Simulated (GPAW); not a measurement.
Set up this calculation in GPAW 26.7.0, as an ASE script.

```
Task                : band structure
Functional          : PBE
Potentials or basis : GPAW PAW data sets (gpaw-data 1.2.1), other valence
Cutoff              : 600 eV
Basis               : pw
k mesh              : 8 × 8 × 8
Occupations         : fermi-dirac, width 0.05 eV
Spin                : no spin polarisation
Maxiter             : 150
Band path           : GXMGRX,MR
Band points         : 80
Data set            : Nb 5, Te 16
```

The structure of NbTe lies in POSCAR:

```
NbTe
1.0
    3.4257000000      0.0000000000      0.0000000000
    0.0000000000      3.4257000000      0.0000000000
    0.0000000000      0.0000000000      3.4257000000
Nb Te
1 1
Direct
    0.5000000000      0.5000000000      0.5000000000
    0.0000000000      0.0000000000      0.0000000000
```

The cell was built by a generator and needn't be a form met in nature.

One way to write it, as run:

run.py

```python
from ase.dft.bandgap import bandgap
from ase.io import read, write
from ase.units import GPa
from gpaw import GPAW, PW

atoms = read('POSCAR')

calc = GPAW(mode=PW(600),
            xc='PBE',
            kpts={'size': (8, 8, 8), 'gamma': True},
            occupations={'name': 'fermi-dirac', 'width': 0.05},
            setups={'Nb': '5', 'Te': '16'},
            nbands=-11,
            convergence={'density': 1e-05, 'energy': 1e-05},
            maxiter=150,
            txt='gpaw.txt')
atoms.calc = calc
energy = atoms.get_potential_energy()
forces = atoms.get_forces()
stress = atoms.get_stress()
calc.write('gs.gpw')
write('result.traj', atoms)
print(f'Energy: {energy:.6f} eV')
print('Forces (eV/A):')
print(forces.round(4))
print('Stress (GPa):', (stress / GPa).round(3))
print('Fermi level:', round(calc.get_fermi_level(), 4), 'eV')
print(f'Gap: {bandgap(calc)[0]:.4f} eV, direct: {bandgap(calc, direct=True)[0]:.4f} eV')

path = atoms.cell.bandpath('GXMGRX,MR', npoints=80, eps=1e-4)
bs_calc = calc.fixed_density(kpts=path, symmetry='off', nbands=-21,
                             convergence={'bands': 'CBM+6.0', 'eigenstates': 1e-6}, txt='bands.txt')
bs = bs_calc.band_structure()
bs.write('bs.json')
print(f'Gap on the path: {bandgap(bs_calc)[0]:.4f} eV')
```

Potentials or basis: GPAW PAW data sets (gpaw-data 1.2.1), other valence, pw.

The run is started by

```bash
$ OMP_NUM_THREADS=1 python run.py
```

Results of the run:

- Pressure: -1.9 GPa
- Band gap along the path: none (metal or under the smearing width)

Caveat: spin-orbit coupling is left out, which moves the levels of the heavy elements.

It took 38 s on 1 thread of Arm Neoverse V1, with other jobs on the host, peak memory 0.26 GiB.
